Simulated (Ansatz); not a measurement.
Geometry optimisation, Ansatz, DFT PBE, scalar-relativistic, plane waves, PAW.

The input (input.yaml):

```yaml
crystal:
  lattice:
    - [-2.302, 3.987181, 5.207]
    - [4.604, 0.0, 5.207]
    - [4.604, 7.974362, 0.0]
  atoms:
    - { symbol: Si, position: [0.1937667, 0.6395667, 0.9031167] }
    - { symbol: Si, position: [0.3062333, 0.8604333, 0.0697833] }
    - { symbol: Si, position: [0.25, 0.25, 0.1521] }
    - { symbol: O, position: [0.3246167, 0.4166168, 0.9892416] }
    - { symbol: O, position: [0.1753833, 0.0833833, 0.1098584] }
    - { symbol: O, position: [0.7348334, 0.3397334, 0.1785833] }
    - { symbol: O, position: [0.4475999, 0.1444999, 0.2302] }
    - { symbol: O, position: [0.0524001, 0.3555001, 0.27625] }
    - { symbol: O, position: [0.7651666, 0.1602666, 0.9658667] }
    - { symbol: Si, position: [0.1937667, 0.6395667, 0.4031167] }
    - { symbol: Si, position: [0.3062333, 0.8604333, 0.5697833] }
    - { symbol: Si, position: [0.25, 0.25, 0.6521] }
    - { symbol: O, position: [0.3246167, 0.4166168, 0.4892416] }
    - { symbol: O, position: [0.1753832, 0.0833833, 0.6098584] }
    - { symbol: O, position: [0.7348334, 0.3397334, 0.6785833] }
    - { symbol: O, position: [0.4475999, 0.1444999, 0.7302] }
    - { symbol: O, position: [0.0524001, 0.3555001, 0.77625] }
    - { symbol: O, position: [0.7651666, 0.1602666, 0.4658667] }
    - { symbol: Si, position: [0.6937667, 0.1395667, 0.1531167] }
    - { symbol: Si, position: [0.8062333, 0.3604333, 0.3197833] }
    - { symbol: Si, position: [0.75, 0.75, 0.4021] }
    - { symbol: O, position: [0.8246168, 0.9166167, 0.2392416] }
    - { symbol: O, position: [0.6753832, 0.5833833, 0.3598584] }
    - { symbol: O, position: [0.2348334, 0.8397334, 0.4285833] }
    - { symbol: O, position: [0.9475999, 0.6444999, 0.4802] }
    - { symbol: O, position: [0.5524001, 0.8555001, 0.52625] }
    - { symbol: O, position: [0.2651666, 0.6602666, 0.2158667] }
    - { symbol: Si, position: [0.6937667, 0.1395667, 0.6531167] }
    - { symbol: Si, position: [0.8062333, 0.3604333, 0.8197833] }
    - { symbol: Si, position: [0.75, 0.75, 0.9021] }
    - { symbol: O, position: [0.8246168, 0.9166167, 0.7392416] }
    - { symbol: O, position: [0.6753832, 0.5833833, 0.8598584] }
    - { symbol: O, position: [0.2348334, 0.8397334, 0.9285833] }
    - { symbol: O, position: [0.9475999, 0.6444999, 0.9802] }
    - { symbol: O, position: [0.5524001, 0.8555001, 0.02625] }
    - { symbol: O, position: [0.2651666, 0.6602666, 0.7158667] }
    - { symbol: Au, position: [0.2565276, 0.2501235, 0.8982072], spin: 1.0 }
magnetization:
  spin_polarized: true
basis:
  ecutwfc: 420.0
kpoints:
  mp_grid: { grid: [2, 2, 2] }
hamiltonian:
  xc: pbe
  pseudopotentials: { kind: paw, azcp: { folder: soft_1 } }
scf:
  occupations: { method: gaussian, width: 0.05 }
  lower_state_search: "off"
relax:
  f_tol: 0.03
  max_steps: 60
  adjacent_minimum: "off"
```

Command:

```bash
$ ansatz run input.yaml --threads 4 --pin off --max-ram 10240MiB --backend cpu --events-out ev --progress --plain --runs-dir out
```

Q: Where does it end, and by what steps?

A: The run converged. Limits of this set-up: coarse k mesh, a small cell, in which the defect meets its images. After 21 steps the energy has fallen by 8.797 eV; O4 moved furthest, 0.72 Å. The start is strongly strained (largest force component 10 eV/Å).

```
step  energy less start (eV)  largest force component (eV/Å)  accepted
   0                  0.0000                           9.965       yes
   1                 -5.3732                           4.601       yes
   2                 -7.6829                           2.443       yes
   3                 -8.5724                           0.487       yes
   4                 -8.6395                           0.315       yes
   5                 -8.6660                           0.453       yes
   6                 -8.6869                           0.338       yes
   7                 -8.7321                           0.258       yes
   8                 -8.7341                           0.316       yes
   9                 -8.7574                           0.068       yes
  10                 -8.7595                           0.038       yes
  11                 -8.7597                           0.032       yes
  12                 -8.7598                           0.043       yes
  13                 -8.7607                           0.055       yes
  14                 -8.7629                           0.103       yes
  15                 -8.7662                           0.150       yes
  16                 -8.7725                           0.190       yes
  17                 -8.6408                           0.778        no
  18                 -8.7852                           0.251       yes
  19                 -8.7935                           0.064       yes
  20                 -8.7949                           0.060       yes
  21                 -8.7970                           0.024       yes
```

```xyz
37
Lattice="-2.3020 3.9872 5.2070 4.6040 0.0000 5.2070 4.6040 7.9744 0.0000" Properties=species:S:1:pos:R:3
Si 6.948 8.100 4.459
Si 3.827 1.814 6.167
Si 1.408 2.305 2.712
O 6.229 9.539 4.236
O 0.825 2.080 1.148
O 0.559 4.328 5.692
O 0.740 3.712 3.161
O 2.969 2.451 2.262
O 3.362 10.711 4.850
Si 4.353 3.902 4.221
Si 5.842 5.832 5.977
Si 3.411 5.947 2.529
O 3.229 4.971 3.773
O 2.748 5.419 1.175
O 2.941 8.228 5.503
O 2.613 7.285 3.015
O 4.974 6.159 2.163
O 0.880 6.747 4.871
Si -0.305 3.970 4.367
Si 1.205 5.742 6.110
Si 3.530 6.101 7.727
O 3.315 5.101 8.983
O 2.778 5.520 6.411
O 5.259 4.503 5.380
O 3.032 7.565 8.185
O 5.063 6.316 7.296
O 3.565 2.685 4.833
Si 1.851 7.898 4.336
Si 3.508 9.644 6.064
Si 5.872 10.210 7.744
O 5.709 9.212 9.018
O 5.022 9.490 6.571
O 7.993 8.275 5.688
O 5.329 11.637 8.273
O 2.764 2.505 7.219
O 5.823 7.017 4.886
Au 4.440 8.546 3.083
```

Run time: 10 min on 4 threads of Intel(R) Xeon(R) Processor @ 2.50GHz (Skylake/Cascade Lake), with other jobs on the host, peak memory 1.7 GiB.
